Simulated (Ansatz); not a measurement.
# ZnInGaO4: the cost of one run

Method: DFT LDA, scalar-relativistic, plane waves, PAW, in Ansatz 0.2.0.

### 1 Starting point

Symmetry: R3m, No. 160, trigonal system. The conventional cell has a = 3.361 Å, b = 3.361 Å, c = 26.140 Å, α = 90.00°, β = 90.00°, γ = 120.00°. Zn (site symmetry 3m) has 4 O at 2.01 to 2.02 Å as nearest neighbours. In (site symmetry 3m) has 6 O at 2.22 to 2.23 Å as nearest neighbours. Ga (site symmetry 3m) has 5 O at 1.94 to 2.00 Å as nearest neighbours. O (site symmetry 3m) has 1 Zn at 2.01 Å and 3 In at 2.22 Å as nearest neighbours. O (site symmetry 3m) has 1 Ga at 1.98 Å and 3 In at 2.23 Å as nearest neighbours. Around O (site symmetry 3m) lie 3 Ga at 1.94 Å. O (site symmetry 3m) has 1 Ga at 2.00 Å and 3 Zn at 2.02 Å as nearest neighbours.

As a file:

```xyz
7
Lattice="1.6803 0.9701 8.7134 -1.6803 0.9701 8.7134 0.0000 -1.9403 8.7134" Properties=species:S:1:pos:R:3 pbc="T T T"
Zn    0.0000    0.0000    5.7086
In    0.0000    0.0000    0.0724
Ga    0.0000    0.0000   20.5732
O     0.0000    0.0000    7.7151
O     0.0000    0.0000   18.5951
O     0.0000    0.0000    3.1817
O     0.0000    0.0000   22.5747
```

The structure comes from the Materials Project (structure only).

### 2 Quick check of gap, pressure and forces

The input, input.yaml:

```yaml
crystal:
  lattice:
    - [1.6803268679, 0.9701371695, 8.713405462]
    - [-1.6803268679, 0.9701371695, 8.713405462]
    - [0.0, -1.940274339, 8.713405462]
  atoms:
    - { symbol: Zn, position: [0.218382, 0.218382, 0.218382] }
    - { symbol: In, position: [0.002768, 0.002768, 0.002768] }
    - { symbol: Ga, position: [0.787034, 0.787034, 0.787034] }
    - { symbol: O, position: [0.295143, 0.295143, 0.295143] }
    - { symbol: O, position: [0.711358, 0.711358, 0.711358] }
    - { symbol: O, position: [0.121717, 0.121717, 0.121717] }
    - { symbol: O, position: [0.863599, 0.863599, 0.863599] }
basis:
  ecutwfc: 420
kpoints:
  mp_grid: { grid: [6, 6, 6] }
hamiltonian:
  xc: lda
scf:
  occupations: { method: gaussian, width: 0.1 }
output:
  forces: true
  stress: true
  eigenvalues: true
```

Command:

```sh
ansatz run input.yaml --threads 2 --pin off --max-ram 5120MiB --backend cpu --events-out ev --progress --plain --runs-dir out
```

Q: Estimate wall time and peak memory on 2 threads of Intel Xeon at 2.50GHz (Skylake/Cascade Lake), shared host.

About 12 s, with a peak of 0.41 GiB.
